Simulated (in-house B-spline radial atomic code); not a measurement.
**Ir⁸⁺: ionisation energy by several methods**

One table from this session's results is given with a row withheld; the runs are named, their logs left out.

Method: non-relativistic, several functionals, spin-polarised, exact exchange averaged over the configuration; spherical all-electron atom at the radial basis limit. Code: in-house B-spline radial atomic code version 1.

## Starting point

* element: iridium (Z = 77)
* charge: +8
* electrons: 69
* configuration: [Xe] 4f14 5d1
* nucleus: point

Outer shells as boxes (Hund's rule):

[Xe] 4f14 5d1
```
[Xe] core
4f [↑↓][↑↓][↑↓][↑↓][↑↓][↑↓][↑↓]
5d [↑ ][  ][  ][  ][  ]
```

Where spins are not typed, each open shell is filled with up spins first.

The first run:

Settings, as recorded:

```ini
Z = 77
electrons = 69.0
configuration = [Xe] 4f14 5d1
hamiltonian = nr
method = hse06
spin_polarised = True
exact_exchange = averaged over the configuration
```

On the command line:

```console
> python run_scf.py task.json out
```

The settings of every run stand in task.json; they run in order.

Among the steps run: HSE06, a range-separated hybrid; TPSSh, a global hybrid; B97-1, a global hybrid; PBE0, a global hybrid; M06-2X, a global hybrid; B3LYP, a global hybrid.

One table of the session follows, with a row left open; its other results are not shown here.

```
method  ΔSCF (eV)
 TPSSh     123.52
 B97-1     123.57
  PBE0     123.64
M06-2X     124.18
 B3LYP          ?
 HSE06     123.56
```

Q: Estimate the row for B3LYP from the others.

**Answer.** ΔSCF (eV): 123.72. In the column «ΔSCF (eV)» it lies between PBE0 (123.64) and M06-2X (124.18).

To keep in mind: These runs leave out relativity, which matters at this nuclear charge.
